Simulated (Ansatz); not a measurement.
**CH₆OSiSn: small, medium and large basis sets**

The task here is to estimate one member of a computed series from the others.

Computed with Ansatz 0.2.0, Gaussian basis. Level: one geometry, several basis sets.

Plan: PBE0-D4/def2-SVP; ωB97M-V/def2-SVP; PBE0-D4/def2-QZVPP; ωB97M-V/def2-QZVPP; the functionals' def2-TZVPP values are taken from earlier runs.

## The geometry

All runs share one geometry, relaxed beforehand with PBE0-D4 in a triple-zeta def2 set. Sn takes the def2 core potential; no spin-orbit term is included.

SMILES `[SnH3][CH]1O[SiH2]1`, 10 atoms, charge 0, spin multiplicity 1.

Atoms are counted from 1 here; the program's logs count them from 0.

Bond lengths: Sn1–C2 2.141 Å, Sn1–H5 1.707 Å, Sn1–H6 1.707 Å, Sn1–H7 1.709 Å, C2–O3 1.490 Å, C2–Si4 1.805 Å, C2–H8 1.091 Å, O3–Si4 1.662 Å, Si4–H9 1.479 Å, Si4–H10 1.479 Å. Angles: C2–Sn1–H5 108.2°, C2–Sn1–H6 110.2°, C2–Sn1–H7 109.1°, H5–Sn1–H6 109.8°, H5–Sn1–H7 109.9°, H6–Sn1–H7 109.7°, Sn1–C2–O3 114.0°, Sn1–C2–Si4 124.4°, Sn1–C2–H8 115.0°, O3–C2–Si4 59.7°, O3–C2–H8 111.4°, Si4–C2–H8 117.9°, C2–O3–Si4 69.6°, C2–Si4–O3 50.7°, C2–Si4–H9 122.2°, C2–Si4–H10 121.7°, O3–Si4–H9 116.5°, O3–Si4–H10 117.1° and more.

Coordinates:

```xyz
10
charge 0, multiplicity 1
Sn   -0.28509    1.64605    0.27593
C    -0.35598   -0.48584    0.45892
O     0.94832   -1.10623    0.82367
Si    0.45504   -1.63373   -0.67341
H     0.94168    2.04333   -0.84257
H     0.05979    2.35712    1.78912
H    -1.79580    2.20801   -0.29298
H    -1.16706   -0.86843    1.08005
H     0.05759   -3.05445   -0.77331
H     1.22471   -1.15694   -1.84241
```

Set-up of the first run:

in.yaml reads:

```yaml
crystal:
  periodic: [false, false, false]
  atoms:
    - {symbol: Sn, position_ang: [-0.285092, 1.646049, 0.275927]}
    - {symbol: C, position_ang: [-0.355976, -0.485835, 0.458917]}
    - {symbol: O, position_ang: [0.948324, -1.106231, 0.823666]}
    - {symbol: Si, position_ang: [0.455036, -1.633733, -0.673410]}
    - {symbol: H, position_ang: [0.941684, 2.043335, -0.842574]}
    - {symbol: H, position_ang: [0.059791, 2.357124, 1.789117]}
    - {symbol: H, position_ang: [-1.795801, 2.208013, -0.292977]}
    - {symbol: H, position_ang: [-1.167062, -0.868430, 1.080052]}
    - {symbol: H, position_ang: [0.057586, -3.054451, -0.773308]}
    - {symbol: H, position_ang: [1.224712, -1.156942, -1.842410]}
basis:
  gaussian: {orbitals: def2-SVP}
hamiltonian: {xc: pbe0, dispersion: d4}
output: {orbitals: {seedname: orbitals}}
```

Run with:

```bash
> ansatz run in.yaml --threads 4 --pin off --events-out ev --progress --plain --max-ram 10444MiB
```

Among the steps run: PBE0-D4 in def2-SVP; ωB97M-V in def2-SVP; PBE0-D4 in def2-QZVPP; ωB97M-V in def2-QZVPP.

One of the session's tables, all rows but one given; the rest of the session is left out.

It belongs to the step «Density functionals: the series». 

```
functional       basis  HOMO (eV)
   PBE0-D4    def2-SVP      -7.31
   PBE0-D4  def2-TZVPP      -7.36
   PBE0-D4  def2-QZVPP      -7.39
   ωB97M-V    def2-SVP      -9.46
   ωB97M-V  def2-TZVPP          ?
   ωB97M-V  def2-QZVPP      -9.56
```

Q: Estimate the row for ωB97M-V, def2-TZVPP from the others.

As computed: HOMO (eV): -9.54. In the column «HOMO (eV)» it lies between ωB97M-V, def2-QZVPP (-9.56) and ωB97M-V, def2-SVP (-9.46).
